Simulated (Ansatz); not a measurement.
**CaHg (Pm-3m): equation of state with a fit in Python**

Where is the equilibrium volume of CaHg (Pm-3m), and how stiff is it? Aim: an equation of state with a fit, for CaHg (Pm-3m), run from a script.

Computed with Ansatz 0.2.0 through its Python package. Level of theory: DFT r2SCAN, plane waves, PAW.

## (1) The structure

It takes space group Pm-3m (No. 221, cubic). Conventional cell: a = 3.755 Å, b = 3.755 Å, c = 3.755 Å, α = 90.00°, β = 90.00°, γ = 90.00°. Ca (site symmetry m-3m) has 8 Hg at 3.25 Å as nearest neighbours. Around Hg (site symmetry m-3m) lie 8 Ca at 3.25 Å.

The script holds or builds the structure itself.

## (2) The code

cahg.py

```python
import warnings

import ansatz
import numpy as np

vectors0 = np.array([
    [3.754655, 0.0, 0.0],
    [0.0, 3.754655, 0.0],
    [0.0, 0.0, 3.754655],
])
sites = [
    ("Ca", (0.0, 0.0, 0.0)),
    ("Hg", (0.5, 0.5, 0.5)),
]


def crystal_on(cell):
    crystal = ansatz.Crystal(lattice=ansatz.Lattice.of(cell))
    for symbol, position in sites:
        crystal = crystal.atom(symbol, position)
    return crystal


def main() -> None:
    warnings.simplefilter("ignore", ansatz.DeckWarning)

    volumes, energies, pressures = [], [], []
    for scale in np.linspace(0.94, 1.06, 7):
        cell = vectors0 * scale ** (1 / 3)
        calc = (
            crystal_on(cell).calculation()
            .functional("r2scan")
            .occupations("cold", width=0.1)
            .pseudopotentials("paw")
            .basis(600)
            .kpoints(6, 6, 6)
            .stress()
        )
        rep = calc.run(threads=1, pin="off").report
        volumes.append(abs(np.linalg.det(cell)) / len(sites))
        energies.append(rep["free_energy_ev"] / len(sites))
        pressures.append(np.trace(rep["stress_gpa"]) / 3)
        print(f"V = {volumes[-1]:8.4f} A^3/atom  F = {energies[-1]:.5f} eV/atom  P = {pressures[-1]:8.3f} GPa")

    x = np.array(volumes) ** (-2 / 3)
    poly = np.polynomial.Polynomial.fit(x, energies, 3).convert()
    roots = poly.deriv().roots()
    x0 = min((r.real for r in roots if abs(r.imag) < 1e-9 and poly.deriv(2)(r.real) > 0), key=lambda r: abs(r - x.mean()))
    v0 = x0 ** -1.5
    b0 = 4 / 9 * poly.deriv(2)(x0) * v0 ** (-7 / 3) * 160.21766
    b1 = 4 + 2 / 3 * x0 * poly.deriv(3)(x0) / poly.deriv(2)(x0)
    print(f"V0 = {v0:.4f} A^3/atom, B0 = {b0:.1f} GPa, dB/dP = {b1:.2f}")


if __name__ == "__main__":
    main()
```

## (3) The calls as engine input

The engine receives this input (first run):

```yaml
crystal:
  lattice:
    - [3.6780078810194268, 0.0, 0.0]
    - [0.0, 3.6780078810194268, 0.0]
    - [0.0, 0.0, 3.6780078810194268]
  atoms:
    - { symbol: Ca, position: [0.0, 0.0, 0.0] }
    - { symbol: Hg, position: [0.5, 0.5, 0.5] }
basis:
  ecutwfc: 600.0
kpoints:
  mp_grid:
    grid: [6, 6, 6]
hamiltonian:
  xc: r2scan
  pseudopotentials:
    kind: paw
scf:
  occupations:
    method: cold
    width: 0.1
output:
  stress: true
```

## (4) The run

The run is started by

```sh
> python cahg.py
```

Standard output:

```text
V =  24.8776 A^3/atom  F = -7825.31052 eV/atom  P =    3.315 GPa
V =  25.4069 A^3/atom  F = -7825.31975 eV/atom  P =    2.290 GPa
V =  25.9362 A^3/atom  F = -7825.32577 eV/atom  P =    1.375 GPa
V =  26.4655 A^3/atom  F = -7825.32893 eV/atom  P =    0.551 GPa
V =  26.9948 A^3/atom  F = -7825.32949 eV/atom  P =   -0.195 GPa
V =  27.5241 A^3/atom  F = -7825.32771 eV/atom  P =   -0.876 GPa
V =  28.0534 A^3/atom  F = -7825.32376 eV/atom  P =   -1.496 GPa
V0 = 26.8489 A^3/atom, B0 = 37.1 GPa, dB/dP = 4.03
```

It took 22 s on 1 thread of Arm Neoverse V2, shared host; peak memory 0.54 GiB.

## (5) Inputs of later runs

The engine's inputs for some of the other runs:

Run 4, against run 1:

```diff
@@ -3,3 +3,3 @@
-    - [3.6780078810194268, 0.0, 0.0]
-    - [0.0, 3.6780078810194268, 0.0]
-    - [0.0, 0.0, 3.6780078810194268]
+    - [3.754655, 0.0, 0.0]
+    - [0.0, 3.754655, 0.0]
+    - [0.0, 0.0, 3.754655]
```

Run 5, against run 1:

```diff
@@ -3,3 +3,3 @@
-    - [3.6780078810194268, 0.0, 0.0]
-    - [0.0, 3.6780078810194268, 0.0]
-    - [0.0, 0.0, 3.6780078810194268]
+    - [3.779520989563426, 0.0, 0.0]
+    - [0.0, 3.779520989563426, 0.0]
+    - [0.0, 0.0, 3.779520989563426]
```

Run 6, against run 1:

```diff
@@ -3,3 +3,3 @@
-    - [3.6780078810194268, 0.0, 0.0]
-    - [0.0, 3.6780078810194268, 0.0]
-    - [0.0, 0.0, 3.6780078810194268]
+    - [3.8040640213504475, 0.0, 0.0]
+    - [0.0, 3.8040640213504475, 0.0]
+    - [0.0, 0.0, 3.8040640213504475]
```

Lines on the test bed's own set-up are left out of the output.

## (6) Run by run

From the records of these 7 runs:

```
run  volume (Å³/atom)  energy from run 5 (meV/atom)  pressure (GPa)  SCF cycles  CPU time (s)
  1            24.878                         18.97            3.32           7             3
  2            25.407                          9.75            2.29           7           2.8
  3            25.936                          3.72            1.38           7           2.8
  4            26.466                          0.57            0.55           7           2.8
  5            26.995                          0.00           -0.20           7           3.1
  6            27.524                          1.79           -0.88           7           3.1
  7            28.053                          5.73           -1.50           7           3.1
```

Energies are free energies F = E - TS of the smeared occupations. 

## (7) What came out

| quantity | value |
| --- | --- |
| runs compared | 7 |
| range of energy | 18.97 meV/atom |
| lowest point, volume (Å³/atom) | 26.995 |
| equilibrium volume (fit) | 26.85 Å³/atom |
| bulk modulus (fit) | 37 GPa |

What this shows: A third-order Birch-Murnaghan fit through the 7 points has its minimum at 26.85 Å³ an atom, 1.4 % above the typed cell, with a bulk modulus of 37 GPa and dB/dP = 4.0. From that minimum the energy rises by 19.1 meV an atom on the compressed side and 5.8 meV on the expanded side. Notes:
- The mesh is modest for a metal, so energies can be off by several to tens of meV an atom and pressures by half a GPa or more; differences at equal mesh fare better.
- Pressure is positive in compression.
- Spin-orbit coupling, which matters for elements this heavy, is left out.
- The structure comes from a database of computed cells and needn't be a stable or known phase.
